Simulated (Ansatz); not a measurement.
# H19NO8: the cost of one run

Method: DFT PBE+D3(BJ), plane waves, PAW, scalar-relativistic, no spin polarisation, in Ansatz 0.2.0.

### 1 The system as given

The cell holds 28 atoms (H19NO8): a = 6.309 Å, b = 6.309 Å, c = 6.309 Å, α = 90.00°, β = 90.00°, γ = 90.00°.

The coordinates stand in the first input below.

### 2 Relaxing the start

input.yaml

```yaml
accuracy: low
crystal:
  lattice:
    - [6.308831, 0.0, 0.0]
    - [0.0, 6.308831, 0.0]
    - [0.0, 0.0, 6.308831]
  atoms:
    - { symbol: O, position: [0.8261873, 0.6625693, 0.9981247] }
    - { symbol: H, position: [0.6880974, 0.6786875, 1.0632508] }
    - { symbol: H, position: [0.7945888, 0.634252, 0.8505792] }
    - { symbol: O, position: [0.31471, 0.1032236, 0.7192496] }
    - { symbol: H, position: [0.3252182, 0.2222676, 0.6228747] }
    - { symbol: H, position: [0.311736, -0.0192841, 0.626767] }
    - { symbol: O, position: [0.7759452, 0.1089264, 0.0216464] }
    - { symbol: H, position: [0.8041541, 0.1160498, 0.1723896] }
    - { symbol: H, position: [0.874096, 0.002538, -0.0295196] }
    - { symbol: O, position: [0.8811277, 0.8623773, 0.4951438] }
    - { symbol: H, position: [0.9362961, 0.8700324, 0.6382097] }
    - { symbol: H, position: [0.8301435, 0.7181034, 0.4826677] }
    - { symbol: O, position: [0.375199, 0.5813251, 1.0322321] }
    - { symbol: H, position: [0.3904248, 0.7010842, 0.9373852] }
    - { symbol: H, position: [0.3741028, 0.4596794, 0.9385778] }
    - { symbol: O, position: [0.4121198, 0.3076472, 0.3220826] }
    - { symbol: H, position: [0.5214594, 0.3460942, 0.4227636] }
    - { symbol: H, position: [0.4746716, 0.1930779, 0.2412669] }
    - { symbol: O, position: [0.4947191, 0.809622, 0.4260754] }
    - { symbol: H, position: [0.4948, 0.9617427, 0.4467946] }
    - { symbol: H, position: [0.6116465, 0.7852125, 0.3296276] }
    - { symbol: O, position: [0.8558379, 0.1977962, 0.6612638] }
    - { symbol: H, position: [0.7918956, 0.328493, 0.7102508] }
    - { symbol: H, position: [1.0053148, 0.2161083, 0.6911188] }
    - { symbol: "N", position: [0.0190564, 0.3498788, 0.2903934] }
    - { symbol: H, position: [0.1118531, 0.4796681, 0.3131799] }
    - { symbol: H, position: [0.1151374, 0.2355276, 0.2298297] }
    - { symbol: H, position: [-0.0848559, 0.3884292, 0.1733813] }
basis:
  ecutwfc: 420.0
kpoints:
  mp_grid: { grid: [1, 1, 1] }
hamiltonian:
  xc: pbe
  dispersion: d3bj
scf:
  occupations: { method: fermi_dirac, width: 0.02 }
  lower_state_search: "off"
relax:
  f_tol: 0.3
  max_steps: 15
  adjacent_minimum: "off"
output:
  write_density: true
  write_potential: true
  elf: true
  volumetric_format: npy
```

The run is started by

```
$ ansatz run input.yaml --threads 1 --pin off --max-ram 3072MiB --backend cpu --events-out ev --progress --plain --runs-dir out
```

**Question.** How long does this run take on 1 thread of Arm Neoverse V1, shared host, and how much memory does it need?

About 33 s, with a peak of 0.35 GiB.
